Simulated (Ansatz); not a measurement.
# SiBr3F: a ladder of functionals and wavefunction methods

How much do the methods differ for SiBr3F? The plan is to run it at one geometry with functionals of several rungs and with coupled cluster, and see how far each lands from CCSD(T) at the basis-set limit for the atomisation energy.

Program: Ansatz 0.2.0, Gaussian basis. Level of theory: functionals in def2-TZVPP, the program's frozen cores in correlated methods. These are calculated values, not measurements.

The runs, in order: LDA (SPW92), PBE-D4, revPBE-D4, BLYP-D4, r2SCAN-D4, B97M-V, PBE0-D4, B3LYP-D4, r2SCANh-D4, r2SCAN0-D4, HSE06-D4, BHLYP-D4, CAM-B3LYP-D4, LC-ωPBE, ωB97X-V, ωB97M-V, B2PLYP, PBE-QIDH; CCSD(T)/def2-SVP; CCSD(T)/def2-TZVPP; MP2/def2-QZVPP; extrapolation to the limit; RPA on PBE.

**1. The relaxed structure**

The geometry comes from an earlier relaxation with PBE0-D4 in a triple-zeta def2 set; it is a stationary point.

SMILES `F[Si](Br)(Br)Br`, 5 atoms, charge 0, spin multiplicity 1.

Atoms are counted from 1 here; the program's logs count them from 0.

Bond lengths: F1–Si2 1.579 Å, Si2–Br3 2.184 Å, Si2–Br4 2.184 Å, Si2–Br5 2.184 Å. Angles: F1–Si2–Br3 108.0°, F1–Si2–Br4 108.0°, F1–Si2–Br5 108.0°, Br3–Si2–Br4 110.9°, Br3–Si2–Br5 110.9°, Br4–Si2–Br5 110.9°.

As a file:

```xyz
5
Br3FSi
F    -1.2594   -0.6671    0.8565
Si   -0.0585   -0.0500    0.0384
Br    1.7481   -1.1697    0.5401
Br   -0.5228   -0.2347   -2.0875
Br    0.1425    2.0479    0.6111
```

**2. LDA**

This LDA is Slater exchange with PW92 correlation.

File in.yaml:

```yaml
crystal:
  periodic: [false, false, false]
  atoms:
    - {symbol: F, position_ang: [-1.259399, -0.667148, 0.856534]}
    - {symbol: Si, position_ang: [-0.058468, -0.049955, 0.038393]}
    - {symbol: Br, position_ang: [1.748108, -1.169694, 0.540124]}
    - {symbol: Br, position_ang: [-0.522772, -0.234669, -2.087526]}
    - {symbol: Br, position_ang: [0.142532, 2.047866, 0.611074]}
basis:
  gaussian: {orbitals: def2-TZVPP}
hamiltonian: {xc: lda}
output: {orbitals: {seedname: orbitals}}
```

Launch:

```sh
$ ansatz run in.yaml --threads 4 --pin off --events-out ev --progress --plain --max-ram 11315MiB
```

Further steps of the session: PBE-D4 (GGA); revPBE-D4 (GGA); BLYP-D4 (GGA); r2SCAN-D4 (meta-GGA); B97M-V (meta-GGA); PBE0-D4 (hybrid); B3LYP-D4 (hybrid); r2SCANh-D4 (hybrid); r2SCAN0-D4 (hybrid); HSE06-D4 (hybrid); BHLYP-D4 (hybrid); CAM-B3LYP-D4 (range-separated); LC-ωPBE (range-separated); ωB97X-V (range-separated); ωB97M-V (range-separated); B2PLYP (double hybrid); PBE-QIDH (double hybrid); CCSD(T) in def2-SVP; CCSD(T) in def2-TZVPP; MP2 in def2-QZVPP; RPA on PBE orbitals.

Before running them: what should the planned runs give, taken together? Wanted: atomisation energy, CCSD(T)/CBS; farthest beyond LDA; mean size of error, GGA; mean size of error, meta-GGA; mean size of error, hybrid; mean size of error, range-separated; mean size of error, double hybrid; gap, smallest and largest; T1 diagnostic.

The runs gave:

| quantity | value |
| --- | --- |
| atomisation energy, CCSD(T)/CBS | 17.065 eV |
| functionals within 0.171 eV (1.0 %) | PBE-D4, r2SCAN-D4 |
| farthest beyond LDA | BHLYP-D4 (-1.182 eV) |
| mean size of error, GGA | 0.433 eV |
| mean size of error, meta-GGA | 0.173 eV |
| mean size of error, hybrid | 0.540 eV |
| mean size of error, range-separated | 0.510 eV |
| mean size of error, double hybrid | 0.515 eV |
| gap, smallest and largest | 5.23 eV (LDA (SPW92)), 12.53 eV (LC-ωPBE) |
| T1 diagnostic | 0.0081 |
| triples share of the correlation energy | 3.4 % |

The LDA atomisation energy is off by 2.476 eV (15 %): it overbinds. PBE-D4 misses by +0.037 eV. Double hybrids carry the basis error of their MP2 part in triple zeta, and no dispersion term here, so their miss is partly the set-up's. Taken by rung, meta-GGA functionals do best (0.173 eV on average) and hybrid ones worst beyond LDA (0.540 eV). double hybrid functionals lie within the reference's doubt of that worst mean (0.515 eV), so those two tie. The mean of the hybrids holds BHLYP, with half exact exchange. RPA and LDA stand outside this count. The reference freezes the cores and leaves out relativity and excitations past (T), and its outer-core shells are covered unevenly, so misses under about 0.171 eV can't be ranked. All levels share the lack of spin-orbit coupling, which lowers the free heavy atoms and so the true binding. Hartree-Fock recovers 70 % of the binding; the rest is correlation. CCSD(T) in def2-SVP is off by -2.151 eV, more than most functionals: a good method in a small basis is no reference. The gap grows from 5.2 to 12.5 eV across the functionals, mostly with the share of exact exchange. Correlated methods include outer-core shells of Br, which these sets cover unevenly.
